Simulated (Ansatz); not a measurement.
# SnTe2: a single-point run

The task is a single-point run on SnTe2. The structure is shown as the input types it. The cell is built on a prototype (CdCl2 type) and needn't be the phase found in nature.

Method: density functional or hybrid calculation with the settings of its input, plane waves (as first typed), in Ansatz 0.2.0.

7 further runs of the same task are left out: 7 that didn't finish.

### Step 1. The structure to begin with

Symmetry: R-3m, No. 166, trigonal system. Conventional cell: a = 4.177 Å, b = 4.177 Å, c = 18.873 Å, α = 90.00°, β = 90.00°, γ = 120.00°. Sn (site symmetry -3m) has 6 Te at 2.97 Å as nearest neighbours. Around Te (site symmetry 3m) lie 3 Sn at 2.97 Å.

As a file:

```
Sn Te
1.0
     2.08831    1.20569    6.29096
    -2.08831    1.20569    6.29096
     0.00000   -2.41137    6.29096
Sn Te
1 2
Direct
  0.00000 0.00000 0.00000
  0.24137 0.24137 0.24137
  0.75863 0.75863 0.75863
```

### Step 2. Input and run

The input, input.yaml:

```yaml
crystal:
  lattice:
    - [2.0883103896, 1.2056865656, 6.2909642815]
    - [-2.0883103896, 1.2056865656, 6.2909642815]
    - [0.0, -2.4113731312, 6.2909642815]
  atoms:
    - { symbol: Sn, position: [0.0, 0.0, 0.0] }
    - { symbol: Te, position: [0.2413664391, 0.2413664391, 0.2413664391] }
    - { symbol: Te, position: [0.7586335609, 0.7586335609, 0.7586335609] }
kpoints:
  mp_grid: { grid: [6, 6, 6] }
hamiltonian:
  xc: r2scan
scf:
  occupations: { method: cold, width: 1.5 }
  n_extra_bands: 4
output:
  forces: true
  stress: true
  eigenvalues: true
```

On the command line:

```bash
$ ansatz run input.yaml --threads 4 --pin off --max-ram 3686MiB --backend cpu --events-out ev --progress --plain --runs-dir out
```

What happens when this is run?

The run converged and reported no error. That alone doesn't make the input a sound one.

In the input, scf.occupations.method is cold; scf.occupations.width is 1.5. Occupations are smeared over electronvolts, wider than many features of the bands.

Run again and compare: set scf.occupations.method to fermi_dirac and scf.occupations.width to 0.02.
